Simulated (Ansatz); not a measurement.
A nudged elastic band was laid between two geometries of a periodic cell of 17 atoms, Li$_{16}$H (host Li, host structure bcc, interstitial H).

All numbers below come from DFT PBE, scalar-relativistic, plane waves, PAW in Ansatz 0.2.0. Settings: cutoff 420 eV, k mesh 4x4x4, gaussian smearing 0.05 eV, no spin polarisation.

- movable images: 5
- climbing image: yes
- spring: 1.0 eV/Å²
- optimiser: lbfgs
- start path: IDPP
- force threshold: 0.05 eV/Å
- iteration limit: 44
- end points: relaxed

Image 0:

```xyz
17
Lattice="6.9800 0.0000 0.0000 0.0000 6.9800 0.0000 0.0000 0.0000 6.9800" Properties=species:S:1:pos:R:3
Li 0.225 0.038 -0.005
Li 3.266 0.038 -0.005
Li -0.123 3.323 -0.001
Li 0.098 -0.085 3.482
Li 1.745 1.919 1.873
Li 3.614 3.323 -0.001
Li 3.393 -0.085 3.482
Li 5.235 1.599 1.817
Li -0.098 3.623 3.488
Li 1.745 5.186 1.548
Li 1.745 1.918 5.113
Li 3.587 3.623 3.488
Li 5.235 5.331 1.646
Li 5.235 1.603 5.157
Li 1.745 5.191 5.437
Li 5.234 5.333 5.336
H 1.745 6.082 0.006
```

Image 6:

```xyz
17
Lattice="6.9800 0.0000 0.0000 0.0000 6.9800 0.0000 0.0000 0.0000 6.9800" Properties=species:S:1:pos:R:3
Li -0.034 -0.163 0.001
Li 3.644 0.120 0.000
Li -0.036 3.650 0.001
Li 0.074 -0.074 3.492
Li 1.692 1.746 1.673
Li 3.643 3.367 0.000
Li 3.353 0.045 3.490
Li 5.352 1.745 1.831
Li 0.074 3.561 3.492
Li 1.762 5.236 1.536
Li 1.691 1.746 5.304
Li 3.352 3.443 3.490
Li 5.096 5.235 1.852
Li 5.354 1.745 5.145
Li 1.764 5.236 5.438
Li 5.096 5.235 5.122
H 0.818 5.233 -0.003
```

Problem. Which bonds break or form, and what moves?

Solution. The atom that moves furthest is H17, by 1.26 Å; four of its nearest neighbours are Li10 1.78, Li2 1.79, Li1 1.79, Li15 1.79 Å at the first end and Li3 1.80, Li1 1.80, Li10 1.81, Li15 1.81 Å at the last.

Problem. Give the energies along the band, and the barrier.

Solution. The run converged. The highest image is number 4 of 0 to 6, 0.004 eV above the ends, which have the same energy within 2 meV. The top lies less than 8 meV above the higher end, about what the thresholds resolve: the motion is nearly free. By the program's own check the climbing image is of a kind that is not told: the force calls were inconclusive, a negative curvature could not be distinguished from the path's own, the only one lies far off the path, or fixed occupations may fill a level only in part (lowest curvatures found: -0.08 and 0.10 eV/Å²). Limits of this set-up: coarse k mesh, odd electron count without spin, a small cell, in which the defect meets its images, a typed lattice constant that wasn't relaxed here.

```json
{"image": "0", "path coordinate (Å)": "0.00", "energy (eV)": "0.000", "Li2–H17 (Å)": "1.79", "Li3–H17 (Å)": "3.33"}
{"image": "1", "path coordinate (Å)": "0.49", "energy (eV)": "0.004", "Li2–H17 (Å)": "1.84", "Li3–H17 (Å)": "3.05"}
{"image": "2", "path coordinate (Å)": "0.98", "energy (eV)": "0.002", "Li2–H17 (Å)": "1.92", "Li3–H17 (Å)": "2.64"}
{"image": "3", "path coordinate (Å)": "1.48", "energy (eV)": "-0.001", "Li2–H17 (Å)": "2.25", "Li3–H17 (Å)": "2.07"}
{"image": "4", "path coordinate (Å)": "1.95", "energy (eV)": "0.004", "Li2–H17 (Å)": "2.84", "Li3–H17 (Å)": "1.89"}
{"image": "5", "path coordinate (Å)": "2.37", "energy (eV)": "0.002", "Li2–H17 (Å)": "3.14", "Li3–H17 (Å)": "1.83"}
{"image": "6", "path coordinate (Å)": "2.74", "energy (eV)": "-0.001", "Li2–H17 (Å)": "3.39", "Li3–H17 (Å)": "1.80"}
```

Problem. What is the geometry of the highest image?

Solution. 
```xyz
17
Lattice="6.9800 0.0000 0.0000 0.0000 6.9800 0.0000 0.0000 0.0000 6.9800" Properties=species:S:1:pos:R:3
Li 0.114 -0.222 0.000
Li 3.453 0.030 -0.001
Li 0.088 3.747 0.000
Li -0.037 0.016 3.489
Li 1.671 1.773 1.748
Li 3.488 3.492 -0.001
Li 3.471 0.130 3.489
Li 5.328 1.746 1.639
Li -0.068 3.506 3.490
Li 1.755 5.240 1.783
Li 1.671 1.773 5.230
Li 3.497 3.394 3.489
Li 5.127 5.268 1.821
Li 5.328 1.746 5.339
Li 1.757 5.240 5.193
Li 5.128 5.268 5.156
H 1.234 5.244 -0.003
```

Run time: 25 min on 2 threads of Intel(R) Xeon(R) Platinum 8259CL CPU @ 2.50GHz (Skylake/Cascade Lake) (shared host), peak memory 2.2 GiB.
